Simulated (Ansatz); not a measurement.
**SnAs: properties at the relaxed cell**

One table from this session's results is given with a row withheld; the runs are named, their logs left out.

The COD entry's cell or inner coordinates are ideal or old and differ from later refinements, so a difference from it is no clean test against experiment.

Computed with Ansatz 0.2.0 (DFT r2SCAN, scalar-relativistic, plane waves, PAW, unless a step's input says otherwise).

1 further run of the same task is left out (set aside as unsound or not needed).

## The system as given

The structure is cubic, space group Fm-3m (No. 225). The conventional cell has a = 5.749 Å, b = 5.749 Å, c = 5.749 Å, α = 90.00°, β = 90.00°, γ = 90.00°. Around Sn (site symmetry m-3m) lie 6 As at 2.87 Å. As (site symmetry m-3m) is surrounded by 6 Sn at 2.87 Å.

Structure file:

```cif
data_structure
_symmetry_space_group_name_H-M 'Fm-3m'
_symmetry_Int_Tables_number 225
_cell_length_a 5.7485
_cell_length_b 5.7485
_cell_length_c 5.7485
_cell_angle_alpha 90.000
_cell_angle_beta 90.000
_cell_angle_gamma 90.000
_cell_volume 189.96
loop_
_atom_site_label
_atom_site_type_symbol
_atom_site_symmetry_multiplicity
_atom_site_Wyckoff_symbol
_atom_site_fract_x
_atom_site_fract_y
_atom_site_fract_z
_atom_site_occupancy
Sn1 Sn 4 a 0.00000 0.00000 0.00000 1
As1 As 4 b 0.50000 0.00000 0.00000 1
```

This cell was relaxed beforehand with the same method: volume 23.75 Å³/atom, gap on the mesh none (metal).

The first run:

Contents of input.yaml:

```yaml
crystal:
  lattice:
    - [0.0, 2.8742580767, 2.8742580767]
    - [2.8742580767, 0.0, 2.8742580767]
    - [2.8742580767, 2.8742580767, 0.0]
  atoms:
    - { symbol: Sn, position: [0.0, 0.0, 0.0] }
    - { symbol: As, position: [0.5, 0.5, 0.5] }
basis:
  ecutwfc: 500
kpoints:
  mp_grid: { grid: [12, 12, 12] }
  band_path:
    path:
      - [[0.0, 0.0, 0.0], [0.5, 0.0, 0.5], [0.625, 0.25, 0.625]]
      - [[0.375, 0.375, 0.75], [0.0, 0.0, 0.0], [0.5, 0.5, 0.5], [0.5, 0.25, 0.75], [0.5, 0.0, 0.5]]
    npoints: 14
hamiltonian:
  xc: r2scan
scf:
  occupations: { method: gaussian, width: 0.1 }
  n_extra_bands: 6
output:
  forces: true
  stress: true
  eigenvalues: true
  populations: true
  dos: { projected: true, de: 0.02, nscf_kmesh: { grid: [18, 18, 18] } }
  bader: true
```

Started as:

```console
ansatz run input.yaml --threads 1 --pin off --max-ram 2560MiB --backend cpu --events-out ev --progress --plain --runs-dir out
```

Steps of the session up to this table: Bands, states and charges; The cell scaled to 0.97 of its volume; The cell scaled to 1.03 of its volume; Point at V/V0 = 0.94; Point at V/V0 = 1.06.

One of the session's tables, all rows but one given; the rest of the session is left out.

It belongs to the step «Equation of state». 

```
volume (Å³/atom)  energy above the lowest point (meV/atom)  pressure (GPa)
          22.321                                      21.6            5.17
          23.033                                         ?               ?
          23.745                                       0.0           -0.01
          24.458                                       4.6           -1.98
          25.170                                      17.3           -3.64
```

Q: Estimate the row for volume (Å³/atom) = 23.033 from the others.

Worked estimate for «energy above the lowest point (meV/atom)». A straight line through the neighbours (22.321, 21.6) and (23.745, 0.0) gives 21.6 + (0.0 − 21.6) × (23.033 − 22.321) / (23.745 − 22.321) = 10.8; a parabola fitted to 3 rows on both sides gives 5.7.

As computed: energy above the lowest point (meV/atom): 5.1; pressure (GPa): 2.36. In «energy above the lowest point (meV/atom)» the line misses by +5.7 and the parabola by +0.6.
